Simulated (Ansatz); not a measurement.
# FeGe (P2_13): seeking the equilibrium cell

Aim: the volume at which the pressure of FeGe (P2_13) vanishes.

Program: Ansatz 0.2.0. Level of theory: DFT PBE, scalar-relativistic, plane waves, PAW. These are calculated values, not measurements.

2 further runs of the same task are left out: 1 that didn't finish, 1 set aside as unsound or not needed. Runs told in other sessions of the task aren't counted.

## Step 1: Starting point

The structure is cubic, space group P2_13 (No. 198). The conventional cell has a = 4.689 Å, b = 4.689 Å, c = 4.689 Å, α = 90.00°, β = 90.00°, γ = 90.00°. Fe (site symmetry 3) is surrounded by 7 Ge at 2.38 to 2.64 Å. Around Ge (site symmetry 3) lie 7 Fe at 2.38 to 2.64 Å.

Structure file:

```
Fe Ge
1.0
     4.68900    0.00000    0.00000
     0.00000    4.68900    0.00000
     0.00000    0.00000    4.68900
Fe Ge
4 4
Direct
  0.13500 0.13500 0.13500
  0.36500 0.86500 0.63500
  0.63500 0.36500 0.86500
  0.86500 0.63500 0.36500
  0.84200 0.84200 0.84200
  0.65800 0.15800 0.34200
  0.34200 0.65800 0.15800
  0.15800 0.34200 0.65800
```

The moments start at Fe 2.50 μB.

## Step 2: First run, at the start cell

Contents of input.yaml:

```yaml
crystal:
  lattice:
    - [4.689, 0.0, 0.0]
    - [0.0, 4.689, 0.0]
    - [0.0, 0.0, 4.689]
  atoms:
    - { symbol: Fe, position: [0.135, 0.135, 0.135], spin: 2.5 }
    - { symbol: Fe, position: [0.365, 0.865, 0.635], spin: 2.5 }
    - { symbol: Fe, position: [0.635, 0.365, 0.865], spin: 2.5 }
    - { symbol: Fe, position: [0.865, 0.635, 0.365], spin: 2.5 }
    - { symbol: Ge, position: [0.842, 0.842, 0.842] }
    - { symbol: Ge, position: [0.658, 0.158, 0.342] }
    - { symbol: Ge, position: [0.342, 0.658, 0.158] }
    - { symbol: Ge, position: [0.158, 0.342, 0.658] }
basis:
  ecutwfc: 420
  ecutrho_ratio: 4
kpoints:
  mp_grid: { grid: [8, 8, 8] }
hamiltonian:
  xc: pbe
scf:
  occupations: { method: gaussian, width: 0.05 }
output:
  forces: true
  stress: true
  eigenvalues: true
  populations: true
magnetization:
  spin_polarized: true
relax:
  f_tol: 0.01
  max_steps: 60
  cell: { stress_tol: 0.04 }
```

The run is started by

```
> ansatz run input.yaml --threads 8 --pin off --max-ram 22528MiB --backend cpu --events-out ev --progress --plain --runs-dir out
```

Q: Predict the outcome of this session. Wanted: volume; pressure; conventional cell; gap on the mesh; moments in the spheres.

As calculated:

```
              quantity                                                                      value
                volume                                                             12.671 Å³/atom
              pressure                                                                   0.03 GPa
     conventional cell  a = 4.663 Å, b = 4.663 Å, c = 4.663 Å, α = 90.00°, β = 90.00°, γ = 90.00°
       gap on the mesh                                                               none (metal)
moments in the spheres                                                       Fe 1.15; Ge -0.05 μB
```

The volume went from 12.89 to 12.67 Å³/atom (-1.7 %), where 0.03 GPa is left. Only the order of the starting moments is followed; others weren't tried in this session.
